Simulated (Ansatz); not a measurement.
# C: the cost of one run

Program: Ansatz 0.2.0. Level of theory: DFT PBE, plane waves, PAW, scalar-relativistic, no spin polarisation. These are calculated values, not measurements.

## (1) The starting structure

The cell holds 16 atoms (C16): a = 5.049 Å, b = 5.049 Å, c = 5.049 Å, α = 60.00°, β = 60.00°, γ = 60.00°.

Coordinates:

```cif
data_structure
_symmetry_space_group_name_H-M 'P 1'
_symmetry_Int_Tables_number 1
_cell_length_a 5.0487
_cell_length_b 5.0487
_cell_length_c 5.0487
_cell_angle_alpha 60.000
_cell_angle_beta 60.000
_cell_angle_gamma 60.000
_cell_volume 91.00
loop_
_atom_site_label
_atom_site_type_symbol
_atom_site_fract_x
_atom_site_fract_y
_atom_site_fract_z
_atom_site_occupancy
C1 C 0.00000 0.00000 0.00000 1
C2 C 0.12500 0.12500 0.12500 1
C3 C 0.00000 0.00000 0.50000 1
C4 C 0.12500 0.12500 0.62500 1
C5 C 0.00000 0.50000 0.00000 1
C6 C 0.12500 0.62500 0.12500 1
C7 C 0.00000 0.50000 0.50000 1
C8 C 0.12500 0.62500 0.62500 1
C9 C 0.50000 0.00000 0.00000 1
C10 C 0.62500 0.12500 0.12500 1
C11 C 0.50000 0.00000 0.50000 1
C12 C 0.62500 0.12500 0.62500 1
C13 C 0.50000 0.50000 0.00000 1
C14 C 0.62500 0.62500 0.12500 1
C15 C 0.50000 0.50000 0.50000 1
C16 C 0.62500 0.62500 0.62500 1
```

## (2) Run 1

120 steps of 1 fs under a Langevin thermostat at 2000 K.

File input.yaml:

```yaml
accuracy: low
crystal:
  lattice:
    - [0.0, 3.57, 3.57]
    - [3.57, 0.0, 3.57]
    - [3.57, 3.57, 0.0]
  atoms:
    - { symbol: C, position: [0.0, 0.0, 0.0] }
    - { symbol: C, position: [0.125, 0.125, 0.125] }
    - { symbol: C, position: [0.0, 0.0, 0.5] }
    - { symbol: C, position: [0.125, 0.125, 0.625] }
    - { symbol: C, position: [0.0, 0.5, 0.0] }
    - { symbol: C, position: [0.125, 0.625, 0.125] }
    - { symbol: C, position: [0.0, 0.5, 0.5] }
    - { symbol: C, position: [0.125, 0.625, 0.625] }
    - { symbol: C, position: [0.5, 0.0, 0.0] }
    - { symbol: C, position: [0.625, 0.125, 0.125] }
    - { symbol: C, position: [0.5, 0.0, 0.5] }
    - { symbol: C, position: [0.625, 0.125, 0.625] }
    - { symbol: C, position: [0.5, 0.5, 0.0] }
    - { symbol: C, position: [0.625, 0.625, 0.125] }
    - { symbol: C, position: [0.5, 0.5, 0.5] }
    - { symbol: C, position: [0.625, 0.625, 0.625] }
basis:
  ecutwfc: 420.0
kpoints:
  mp_grid: { grid: [3, 3, 3] }
hamiltonian:
  xc: pbe
scf:
  occupations: { method: fermi_dirac, width: 0.17 }
  lower_state_search: "off"
md:
  timestep: 1
  n_steps: 120
  ensemble: nvt_langevin
  temperature: 2000.0
  initial_velocities: maxwell_boltzmann
  seed: 752232
  friction: 0.02
```

Launch:

```bash
$ ansatz run input.yaml --threads 1 --pin off --max-ram 3072MiB --backend cpu --events-out ev --progress --plain --runs-dir out
```

What time and memory should one allow on 1 thread of an Arm CPU, shared host?

About 7.8 min, with a peak of 0.34 GiB.
